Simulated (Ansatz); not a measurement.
Consider a check of PAW against all-electron LAPW of HfBe₂, space group P6/mmm (the Ansatz DFT code, driven from Python).

`paw_lapw_hfbe2.py`
```python
"""PAW against all-electron LAPW for HfBe2."""

import ansatz as az
import numpy as np
import pandas as pd

params = {
    "filling": "fermi_dirac",
    "width_ev": 0.05,
    "k_density": 4.5,
    "xc": "LDA",
}


def count_gap(report):
    # lowest empty less highest filled band, counting bands; zero where they overlap
    return max(report.get("gap_by_band_count_ev") or 0.0, 0.0)

hfbe2 = (
    az.Lattice.from_parameters(3.779501, 3.779501, 3.169958, alpha=90.0, beta=90.0, gamma=120.0)
    .atom("Hf", (0.0, 0.0, 0.0))
    .atom("Be", (1 / 3, 2 / 3, 0.5))
    .atom("Be", (2 / 3, 1 / 3, 0.5))
)

model = hfbe2.calculation()
model = model.occupations(params["filling"], width=params["width_ev"]).kpoints(density=params["k_density"])
model = model.functional(params["xc"]).stress()
model = model.forces()
model = model.band_table()
variants = {
    "PAW": model.pseudopotentials("paw"),
    "LAPW": model.pseudopotentials("all_electron", lapw=True),
}
# totals differ by the cores that each treatment holds, so compare what does not depend on them
rows = []
for label, variant in variants.items():
    r = variant.run(threads=1, backend="cpu").report
    levels = np.array(r["eigenvalues_ev"][0]) - r["fermi_energy_ev"]
    print(label, "levels at the first k-point near E_F:", np.round(levels[np.abs(levels) < 5], 3))
    rows.append((label, r["n_electrons"], np.trace(r["stress_gpa"]) / 3, float(np.abs(r["forces_ev_ang"]).max()), count_gap(r)))
print(pd.DataFrame(rows, columns=["treatment", "electrons in bands", "P GPa", "max force component eV/A", "gap by band count eV"]).round(4).to_string(index=False))
```

How well do the two treatments of the cores agree on the pressure?

PAW gives -6.148 GPa and LAPW -6.149 GPa, 0.001 GPa apart. They took 2.0 and 14.2 s of processor time.

What the script printed:

```console
$ python paw_lapw_hfbe2.py
DeckWarning: basis.ecutwfc = 420 eV, auto-derived from the records' recommended cutoffs: set by Hf (normal level)
PAW levels at the first k-point near E_F: [-1.025 -1.025 -0.423  3.84   4.503  4.503]
LAPW levels at the first k-point near E_F: [-1.026 -1.026 -0.424  3.841  4.504  4.504]
treatment  electrons in bands   P GPa  max force component eV/A  gap by band count eV
      PAW                30.0 -6.1477                       0.0                   0.0
     LAPW                44.0 -6.1488                       0.0                   0.0
```
(Warnings from the package without file and line.)

Notes:
- The run is spin-unpolarised.
- The computed bands are complete only to about 3.2 eV above the Fermi level.
- The mesh is modest for a metal, so energies can be off by several to tens of meV an atom and pressures by half a GPa or more; differences at equal mesh fare better.
- A gap by band count of zero or less means overlapping bands, a metal.
- At these settings the cell as given stands under about -6 GPa, so it isn't at this functional's equilibrium volume.
- The structure comes from a database of computed cells and needn't be a stable or known phase.
- Levels are Kohn-Sham eigenvalues on this mesh, without spin-orbit coupling.
- Pressure is positive in compression; the treatments may keep other shells as core, so totals and counts of electrons can differ.
- It ran for 17 s on 1 thread of Arm Neoverse V2, on a shared host, peak memory 0.58 GiB.
